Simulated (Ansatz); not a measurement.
# C2H8BNO: up Jacob's ladder to CCSD(T)

The task here is to estimate one member of a computed series from the others.

Computed with Ansatz 0.2.0, Gaussian basis. Level: functionals in def2-TZVPP, the program's frozen cores in correlated methods.

Levels to be run: PBE-D4, r2SCAN-D4, PBE0-D4, B3LYP-D4, ωB97X-V, ωB97M-V, B2PLYP; CCSD(T)/def2-TZVPP; MP2/def2-QZVPP; extrapolation to the limit.

**The relaxed structure**

An earlier PBE0-D4 in a triple-zeta def2 set relaxation fixed the geometry.

13 atoms, charge 0, spin multiplicity 1.

Atoms are counted from 1 here; the program's logs count them from 0.

Bond lengths: C1–B2 1.567 Å, C1–H6 1.095 Å, C1–H7 1.094 Å, C1–H8 1.096 Å, B2–N3 1.394 Å, B2–H9 1.203 Å, N3–C4 1.435 Å, N3–H10 1.011 Å, C4–O5 1.405 Å, C4–H11 1.093 Å, C4–H12 1.095 Å, O5–H13 0.962 Å. Angles: B2–C1–H6 110.4°, B2–C1–H7 114.4°, B2–C1–H8 110.3°, H6–C1–H7 108.0°, H6–C1–H8 105.4°, H7–C1–H8 107.9°, C1–B2–N3 122.2°, C1–B2–H9 121.3°, N3–B2–H9 116.5°, B2–N3–C4 126.4°, B2–N3–H10 120.1°, C4–N3–H10 113.5°, N3–C4–O5 112.9°, N3–C4–H11 110.9°, N3–C4–H12 107.3°, O5–C4–H11 105.0°, O5–C4–H12 111.9°, H11–C4–H12 108.8° and more.

Set-up of the first run:

The input, in.yaml:

```yaml
crystal:
  periodic: [false, false, false]
  atoms:
    - {symbol: C, position_ang: [-2.093284, -0.330551, -0.509926]}
    - {symbol: B, position_ang: [-0.534060, -0.233077, -0.627704]}
    - {symbol: N, position_ang: [0.291642, -0.140520, 0.491836]}
    - {symbol: C, position_ang: [1.722298, -0.027980, 0.488293]}
    - {symbol: O, position_ang: [2.174479, 1.211791, 0.969971]}
    - {symbol: H, position_ang: [-2.569992, 0.487562, -1.060720]}
    - {symbol: H, position_ang: [-2.470426, -0.311601, 0.516413]}
    - {symbol: H, position_ang: [-2.453502, -1.249908, -0.984441]}
    - {symbol: H, position_ang: [0.012535, -0.234334, -1.699672]}
    - {symbol: H, position_ang: [-0.112066, -0.115077, 1.417901]}
    - {symbol: H, position_ang: [2.173041, -0.770397, 1.151780]}
    - {symbol: H, position_ang: [2.061888, -0.217601, -0.535438]}
    - {symbol: H, position_ang: [1.817948, 1.896892, 0.396509]}
basis:
  gaussian: {orbitals: def2-TZVPP}
hamiltonian: {xc: pbe, dispersion: d4}
output: {forces: true, orbitals: {seedname: orbitals}}
```

Run with:

```sh
> ansatz run in.yaml --threads 4 --pin off --events-out ev --progress --plain --max-ram 10444MiB
```

Among the steps run: PBE-D4 (GGA); r2SCAN-D4 (meta-GGA); PBE0-D4 (hybrid); B3LYP-D4 (hybrid); ωB97X-V (range-separated); ωB97M-V (range-separated); B2PLYP (double hybrid); CCSD(T) in def2-TZVPP; MP2 in def2-QZVPP.

One of the session's tables, all rows but one given; the rest of the session is left out.

| method | atoms, summed (eV) | atomisation energy (kJ/mol) |
| --- | --- | --- |
| PBE-D4 | -6360.410 | 5126.4 |
| r2SCAN-D4 | -6365.876 | 5023.1 |
| PBE0-D4 | -6362.015 | 5035.7 |
| B3LYP-D4 | -6370.195 | 5032.6 |
| ωB97X-V | -6367.617 | 5025.0 |
| ωB97M-V | -6366.514 | 5037.9 |
| B2PLYP | -6364.733 | 4976.5 |
| HF/def2-TZVPP | -6343.903 | 3662.3 |
| MP2/def2-TZVPP | -6355.121 | 4954.8 |
| CCSD/def2-TZVPP | -6357.686 | 4816.7 |
| CCSD(T)/def2-TZVPP | ? | ? |
| MP2/CBS | -6357.188 | 5077.6 |
| CCSD(T)/CBS | -6360.038 | 5006.4 |

Q: Estimate the row for CCSD(T)/def2-TZVPP from the others.

**Answer.** atoms, summed (eV): -6357.971; atomisation energy (kJ/mol): 4883.5. In the column «atoms, summed (eV)» it lies between CCSD(T)/CBS (-6360.038) and CCSD/def2-TZVPP (-6357.686).

Among the levels timed on like hardware and quicker than the yardstick, those that no quicker one beats, quickest first: PBE0-D4 (2.1 s, +29.3 kJ/mol); B3LYP-D4 (3.9 s, +26.2 kJ/mol); r2SCAN-D4 (4.1 s, +16.7 kJ/mol).

B2PLYP carry no dispersion term (for B3LYP, D4 adds 30.8 kJ/mol).
